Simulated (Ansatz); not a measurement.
# C₂H₇AlBF: small, medium and large basis sets

An exercise on one series of results from a longer session: the logs are not shown, and one member is left open.

Computed with Ansatz 0.2.0, Gaussian basis. Level: one geometry, several basis sets.

The runs, in order: PBE0-D4/def2-SVP; ωB97M-V/def2-SVP; PBE0-D4/def2-QZVPP; ωB97M-V/def2-QZVPP; the functionals' def2-TZVPP values are taken from earlier runs.

### Structure used throughout

All runs share one geometry, relaxed beforehand with PBE0-D4 in a triple-zeta def2 set.

12 atoms, charge 0, spin multiplicity 1.

Atoms are counted from 1 here; the program's logs count them from 0.

Bond lengths: C1–B2 1.566 Å, C1–H6 1.091 Å, C1–H7 1.097 Å, C1–H8 1.094 Å, B2–F3 1.346 Å, B2–C4 1.539 Å, C4–Al5 1.963 Å, C4–H9 1.097 Å, C4–H10 1.093 Å, Al5–H11 1.585 Å, Al5–H12 1.587 Å. Angles: B2–C1–H6 113.8°, B2–C1–H7 108.6°, B2–C1–H8 111.6°, H6–C1–H7 107.5°, H6–C1–H8 109.0°, H7–C1–H8 106.0°, C1–B2–F3 116.6°, C1–B2–C4 125.8°, F3–B2–C4 117.6°, B2–C4–Al5 110.4°, B2–C4–H9 111.3°, B2–C4–H10 113.4°, Al5–C4–H9 103.3°, Al5–C4–H10 106.8°, H9–C4–H10 111.1°, C4–Al5–H11 120.3°, C4–Al5–H12 119.2°, H11–Al5–H12 120.4°.

The first run:

File in.yaml:

```yaml
crystal:
  periodic: [false, false, false]
  atoms:
    - {symbol: C, position_ang: [-1.626547, 0.744240, -0.364461]}
    - {symbol: B, position_ang: [-0.731165, -0.182765, 0.525022]}
    - {symbol: F, position_ang: [-1.008270, -0.203720, 1.842127]}
    - {symbol: C, position_ang: [0.455198, -1.030032, 0.033384]}
    - {symbol: Al, position_ang: [2.105723, 0.032175, 0.042522]}
    - {symbol: H, position_ang: [-1.225423, 0.915182, -1.364645]}
    - {symbol: H, position_ang: [-2.610916, 0.274249, -0.480565]}
    - {symbol: H, position_ang: [-1.808353, 1.709514, 0.116915]}
    - {symbol: H, position_ang: [0.337866, -1.304653, -1.021844]}
    - {symbol: H, position_ang: [0.643404, -1.912366, 0.650663]}
    - {symbol: H, position_ang: [3.284958, -0.330366, 1.038332]}
    - {symbol: H, position_ang: [2.260225, 1.233442, -0.983550]}
basis:
  gaussian: {orbitals: def2-SVP}
hamiltonian: {xc: pbe0, dispersion: d4}
output: {orbitals: {seedname: orbitals}}
```

Launch:

```sh
$ ansatz run in.yaml --threads 4 --pin off --events-out ev --progress --plain --max-ram 10444MiB
```

Among the steps run: PBE0-D4 in def2-SVP; ωB97M-V in def2-SVP; PBE0-D4 in def2-QZVPP; ωB97M-V in def2-QZVPP.

One of the session's tables, all rows but one given; the rest of the session is left out.

It belongs to the step «Density functionals: the series». 

```
functional       basis  HOMO (eV)  LUMO (eV)
   PBE0-D4    def2-SVP      -8.11      -1.56
   PBE0-D4  def2-TZVPP      -8.14      -1.60
   PBE0-D4  def2-QZVPP      -8.15      -1.62
   ωB97M-V    def2-SVP     -10.30       0.13
   ωB97M-V  def2-TZVPP          ?          ?
   ωB97M-V  def2-QZVPP     -10.35      -0.13
```

Q: Estimate the row for ωB97M-V, def2-TZVPP from the others.

The run gave: HOMO (eV): -10.35; LUMO (eV): 0.01.
